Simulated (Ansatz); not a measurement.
A run of Ansatz 0.2.0:

Contents of input.yaml:

```yaml
crystal:
  lattice:
    - [2.89515, 0.0, 0.0]
    - [0.0, 2.89515, 0.0]
    - [0.0, 0.0, 2.89515]
  atoms:
    - { symbol: Mg, position: [0.0, 0.0, 0.0] }
    - { symbol: B, position: [0.5, 0.5, 0.5] }
hamiltonian:
  xc: r2scan
  pseudopotentials: { kind: paw }
  dispersion: rvv10
kpoints:
  mp_grid: { grid: [9, 9, 9] }
scf:
  occupations: { method: fermi_dirac, width: 0.05 }
output:
  forces: true
  stress: true
  eigenvalues: true
  write_density: true
  write_potential: true
  elf: true
  volumetric_format: npy
relax:
  f_tol: 0.01
  max_steps: 40
  cell: { stress_tol: 0.05 }
```

Potentials or basis: Ansatz PAW.

The run is started by

```console
$ ansatz run input.yaml --threads 2 --pin off --max-ram 5632MiB --backend cpu --events-out ev --progress --plain --runs-dir out
```

Hardware: 2 threads of Intel(R) Xeon(R) Processor @ 2.70GHz (shared host).

Q: How long does it take, and how much memory?

A: Wall time 11 s on 2 threads of Intel(R) Xeon(R) Processor @ 2.70GHz (shared host), peak memory 0.39 GiB. Counts: scf iterations 19, plane waves 619, k points 35, bands 11, ion steps 4.
